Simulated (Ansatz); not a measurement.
**GaP₂H+ (quartet): the correlation ladder, cc-pVDZ**

One table from this session's results is given with a row withheld; the runs are named, their logs left out.

The runs use Ansatz 0.2.0, Gaussian basis; cc-pVDZ, core rule «outside noble gas», up to 24 orbitals frozen.

To be run: UHF; CCSD(T) on ROHF; CCSD(T) on UHF; BCCD(T) on ROHF; CISD; CCSDT(Q) on ROHF; CCSDT(Q) on UHF.

34 further runs of the same task are left out: 5 for a known fault of the program, 19 that didn't finish, 10 set aside as unsound or not needed.

**The system**

The geometry is a PBE0/def2-TZVP stationary point (not a proven minimum) of the parent state, kept for this charge and spin. No spin-orbit coupling is included. The filled d shell of Ga may be among the frozen orbitals whatever the setting's name suggests; the logs give the count.

4 atoms, charge 1, spin multiplicity 4.

Atoms are counted from 1 here; the program's logs count them from 0.

Bond lengths: P1–Ga2 2.216 Å, Ga2–P3 2.180 Å, P3–H4 1.433 Å. Angles: P1–Ga2–P3 178.9°, Ga2–P3–H4 85.5°.

Set-up of the first run:

in.yaml reads:

```yaml
crystal:
  periodic: [false, false, false]
  atoms:
    - {symbol: P, position_ang: [-0.000018, -0.308452, 2.734017]}
    - {symbol: Ga, position_ang: [0.000037, -0.331123, 0.518198]}
    - {symbol: P, position_ang: [-0.000017, -0.395718, -1.660508]}
    - {symbol: H, position_ang: [-0.000002, 1.035293, -1.591708]}
basis:
  gaussian: {orbitals: cc-pVDZ}
total_charge: 1
magnetization: {spin_polarized: true, initial_magnetization: 3}
hamiltonian: {xc: hf}
output: {orbitals: {seedname: orbitals}}
```

Launch:

```sh
$ ansatz run in.yaml --threads 1 --pin off --events-out ev --progress --plain --max-ram 2393MiB
```

Steps of the session up to this table: UHF; CCSD(T) on ROHF; CCSD(T) on UHF; BCCD(T) on ROHF; CISD; CCSDT(Q) on ROHF; CCSDT(Q) on UHF.

One table of the session follows, with a row left open; its other results are not shown here.

```
   method  from UCCSDT(Q) (kcal/mol)
     ROHF                    +168.31
      UHF                    +162.87
     RMP2                     +33.80
     UMP2                     +34.92
    RCCSD                      +7.03
    UCCSD                      +6.87
 RCCSD(T)                      +1.52
 UCCSD(T)                      +1.51
  BCCD(T)                      +1.51
   RCCSDT                      +0.41
   UCCSDT                      +0.38
RCCSDT(Q)                          ?
UCCSDT(Q)                          0
```

**Question.** Estimate the row for RCCSDT(Q).

**Answer.** from UCCSDT(Q) (kcal/mol): +0.04. In the column «from UCCSDT(Q) (kcal/mol)» it lies between UCCSDT(Q) (0) and UCCSDT (+0.38).

Not comparable, so not listed: CISD (they don't share determinant, frozen orbitals or solution with the rows shown, or repeat one).

Caveats from the session: Restricted and unrestricted rows rest on different reference determinants; where their highest levels disagree by more than a few hundredths of an eV, they describe different states and don't form one ladder.
